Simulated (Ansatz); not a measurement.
SnTe3 under changes of volume

One of the cells (28.783 Å³/atom); the others are scaled copies at fixed shape and fractional positions:

```
Te Sn
1.0
     0.00000    3.86122    3.86122
     3.86122    0.00000    3.86122
     3.86122    3.86122    0.00000
Te Sn
3 1
Direct
  0.50000 0.50000 0.50000
  0.75000 0.75000 0.75000
  0.25000 0.25000 0.25000
  0.00000 0.00000 0.00000
```

The cell comes from a database or a generator and needn't be the stable form of this composition.

| Property | Result |
| --- | --- |
| Program | Ansatz 0.2.0 |
| Functional | r2SCAN |
| Potentials or basis | Ansatz PAW |
| Cutoff | 500 eV (not typed: the program's choice for these potentials) |
| k mesh | 6 × 6 × 6 |
| Occupations | fermi-dirac, width 0.05 eV |
| Spin | no spin polarisation |

```csv
volume (Å³/atom),energy over the lowest point (meV/atom),pressure (GPa)
27.056,19.41,3.6
27.632,8.67,2.3
28.208,2.31,1.1
28.783,0.00,0.0
29.359,1.40,-0.9
29.935,6.16,-1.8
30.510,?,?
```

Question: What does the run at 30.510 Å³/atom give?

Answer: Energy over the lowest point 13.95 meV/atom; pressure -2.6 GPa.

Worked out: A Birch-Murnaghan fit of order 3 (a polynomial in V^(-2/3)) to the other rows has its minimum at 28.85 Å³/atom with B0 = V·E''(V) = 51 GPa and B' = 3.4. It gives 14.03 meV/atom at 30.510 Å³/atom, against the run's 13.95, and -dE/dV = -2.6 GPa, against -2.6.

Energies are extrapolated to zero smearing.

Caveats: the PAW data sets come from PBE, with cores solved anew for the run's functional, which leaves a small shift of forces and pressure.
